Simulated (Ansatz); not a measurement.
# Zr8C7: the cost of one run

Method: DFT PBEsol, plane waves, PAW, scalar-relativistic, no spin polarisation, in Ansatz 0.2.0.

## (1) The starting structure

The cell holds 15 atoms (C7Zr8): a = 6.625 Å, b = 6.625 Å, c = 6.625 Å, α = 60.00°, β = 60.00°, γ = 60.00°.

The empty site lies at (2.33, -2.32, 0.02) Å, and C5 starts at (2.37, -0.01, 2.36) Å. All atoms were shaken by about 0.02 Å to break the symmetry.

As a file:

```xyz
15
Lattice="0.0000 4.6846 4.6846 4.6846 0.0000 4.6846 4.6846 4.6846 0.0000" Properties=species:S:1:pos:R:3 pbc="T T T"
C     0.0139   -0.0283   -0.0122
Zr    2.3344    2.3369    2.3374
C     2.3701    2.3916    0.0081
Zr    4.6868    4.7024    2.3230
C     2.3656   -0.0070    2.3553
Zr    4.6746    2.3792    4.6957
C     4.6918    2.3330    2.3870
Zr    7.0232    4.7118    4.6756
C     0.0202    2.2996    2.3542
Zr    2.3286    4.6942    4.7070
C     2.3149    4.6895    2.3345
Zr    4.7043    6.9744    4.6907
Zr    4.6687    4.6736    6.9785
C     4.6830    4.7273    4.6996
Zr    7.0462    6.9809    7.0306
```

## (2) Relaxing the ends and the band

crystal.atoms is the first end and neb.final_atoms the second, which differs in C5 alone.

input.yaml reads:

```yaml
crystal:
  lattice:
    - [0.0, 4.684562, 4.684562]
    - [4.684562, 0.0, 4.684562]
    - [4.684562, 4.684562, 0.0]
  atoms:
    - { symbol: C, position: [-0.00581498, 0.00321135, -0.00023657] }
    - { symbol: Zr, position: [0.24974028, 0.24920846, 0.2491125] }
    - { symbol: C, position: [0.00315657, -0.00142746, 0.50737061] }
    - { symbol: Zr, position: [0.24960292, 0.24627887, 0.75420844] }
    - { symbol: C, position: [-0.00184945, 0.50463632, 0.00035216] }
    - { symbol: Zr, position: [0.25619589, 0.74617987, 0.25168696] }
    - { symbol: C, position: [0.00301303, 0.50652982, 0.49500698] }
    - { symbol: Zr, position: [0.25234173, 0.74574292, 0.75347204] }
    - { symbol: C, position: [0.49455833, 0.0079883, -0.00366871] }
    - { symbol: Zr, position: [0.7548836, 0.24991309, 0.24716527] }
    - { symbol: C, position: [0.50261312, -0.00427226, 0.49843406] }
    - { symbol: Zr, position: [0.74294351, 0.25835965, 0.7458517] }
    - { symbol: Zr, position: [0.74536044, 0.74431874, 0.2522965] }
    - { symbol: C, position: [0.50633409, 0.4968796, 0.50278603] }
    - { symbol: Zr, position: [0.74342525, 0.75736662, 0.74677337] }
kpoints:
  mp_grid: { grid: [3, 3, 3] }
magnetization:
  spin_polarized: false
scf:
  occupations: { method: fermi_dirac, width: 0.05 }
hamiltonian:
  pseudopotentials: { kind: paw }
  xc: pbesol
basis:
  ecutwfc: 420
neb:
  images: 5
  relax_end_points: true
  climbing: true
  f_tol: 0.1
  max_iterations: 40
  order_check: false
  final_atoms:
    - { symbol: C, position: [-0.00581498, 0.00321135, -0.00023657] }
    - { symbol: Zr, position: [0.24974028, 0.24920846, 0.2491125] }
    - { symbol: C, position: [0.00315657, -0.00142746, 0.50737061] }
    - { symbol: Zr, position: [0.24960292, 0.24627887, 0.75420844] }
    - { symbol: C, position: [-0.49536733, 0.49904723, -0.00062003] }
    - { symbol: Zr, position: [0.25619589, 0.74617987, 0.25168696] }
    - { symbol: C, position: [0.00301303, 0.50652982, 0.49500698] }
    - { symbol: Zr, position: [0.25234173, 0.74574292, 0.75347204] }
    - { symbol: C, position: [0.49455833, 0.0079883, -0.00366871] }
    - { symbol: Zr, position: [0.7548836, 0.24991309, 0.24716527] }
    - { symbol: C, position: [0.50261312, -0.00427226, 0.49843406] }
    - { symbol: Zr, position: [0.74294351, 0.25835965, 0.7458517] }
    - { symbol: Zr, position: [0.74536044, 0.74431874, 0.2522965] }
    - { symbol: C, position: [0.50633409, 0.4968796, 0.50278603] }
    - { symbol: Zr, position: [0.74342525, 0.75736662, 0.74677337] }
```

Command:

```console
> ansatz run input.yaml --threads 4 --pin off --max-ram 8192MiB --backend cpu --events-out ev --progress --plain --runs-dir out
```

**Question.** How long does this run take on 4 threads of Arm Neoverse V1, shared host, and how much memory does it need?

About 5.2 min, with a peak of 1.5 GiB.
